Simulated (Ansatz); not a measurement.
# C2H9AlO: small, medium and large basis sets

One table from this session's results is given with a row withheld; the runs are named, their logs left out.

Computed with Ansatz 0.2.0, Gaussian basis. Level: one geometry, several basis sets.

Plan: PBE0-D4/def2-SVP; ωB97M-V/def2-SVP; PBE0-D4/def2-QZVPP; ωB97M-V/def2-QZVPP; the functionals' def2-TZVPP values are taken from earlier runs.

## Structure used throughout

An earlier PBE0-D4 in a triple-zeta def2 set relaxation fixed the geometry.

SMILES `C[O+](C)[AlH3-]`, 13 atoms, charge 0, spin multiplicity 1.

Atoms are counted from 1 here; the program's logs count them from 0.

Bond lengths: C1–O2 1.425 Å, C1–H5 1.088 Å, C1–H6 1.092 Å, C1–H7 1.094 Å, O2–C3 1.425 Å, O2–Al4 1.981 Å, C3–H8 1.092 Å, C3–H9 1.094 Å, C3–H10 1.088 Å, Al4–H11 1.599 Å, Al4–H12 1.599 Å, Al4–H13 1.605 Å. Angles: O2–C1–H5 106.9°, O2–C1–H6 109.2°, O2–C1–H7 110.2°, H5–C1–H6 110.2°, H5–C1–H7 110.0°, H6–C1–H7 110.2°, C1–O2–C3 113.2°, C1–O2–Al4 117.0°, C3–O2–Al4 117.1°, O2–C3–H8 109.2°, O2–C3–H9 110.2°, O2–C3–H10 106.9°, H8–C3–H9 110.2°, H8–C3–H10 110.2°, H9–C3–H10 110.0°, O2–Al4–H11 98.6°, O2–Al4–H12 98.6°, O2–Al4–H13 99.3° and more.

Set-up of the first run:

in.yaml reads:

```yaml
crystal:
  periodic: [false, false, false]
  atoms:
    - {symbol: C, position_ang: [-0.125941, 1.186763, -0.841939]}
    - {symbol: O, position_ang: [-0.308920, 0.164441, 0.133788]}
    - {symbol: C, position_ang: [0.392101, 0.416095, 1.348653]}
    - {symbol: Al, position_ang: [-0.343923, -1.706272, -0.517285]}
    - {symbol: H, position_ang: [-0.717007, 0.903489, -1.710558]}
    - {symbol: H, position_ang: [-0.480855, 2.137305, -0.437700]}
    - {symbol: H, position_ang: [0.930150, 1.262688, -1.115715]}
    - {symbol: H, position_ang: [0.042879, 1.358290, 1.776703]}
    - {symbol: H, position_ang: [1.468550, 0.461787, 1.160934]}
    - {symbol: H, position_ang: [0.165359, -0.409166, 2.020662]}
    - {symbol: H, position_ang: [-1.404337, -1.526648, -1.700779]}
    - {symbol: H, position_ang: [-0.793801, -2.422266, 0.840057]}
    - {symbol: H, position_ang: [1.196143, -1.861306, -0.942220]}
basis:
  gaussian: {orbitals: def2-SVP}
hamiltonian: {xc: pbe0, dispersion: d4}
output: {orbitals: {seedname: orbitals}}
```

Steps of the session up to this table: PBE0-D4 in def2-SVP; ωB97M-V in def2-SVP; PBE0-D4 in def2-QZVPP; ωB97M-V in def2-QZVPP.

One of the session's tables, all rows but one given; the rest of the session is left out.

It belongs to the step «Density functionals: the series». 

| functional | basis | HOMO (eV) | LUMO (eV) |
| --- | --- | --- | --- |
| PBE0-D4 | def2-SVP | -7.33 | 0.47 |
| PBE0-D4 | def2-TZVPP | -7.39 | 0.17 |
| PBE0-D4 | def2-QZVPP | -7.40 | 0.00 |
| ωB97M-V | def2-SVP | ? | ? |
| ωB97M-V | def2-TZVPP | -9.64 | 1.74 |
| ωB97M-V | def2-QZVPP | -9.65 | 1.22 |

Q: Estimate the row for ωB97M-V, def2-SVP from the others.

The run gave: HOMO (eV): -9.52; LUMO (eV): 2.21. In the column «HOMO (eV)» it lies between ωB97M-V, def2-TZVPP (-9.64) and PBE0-D4, def2-QZVPP (-7.40).
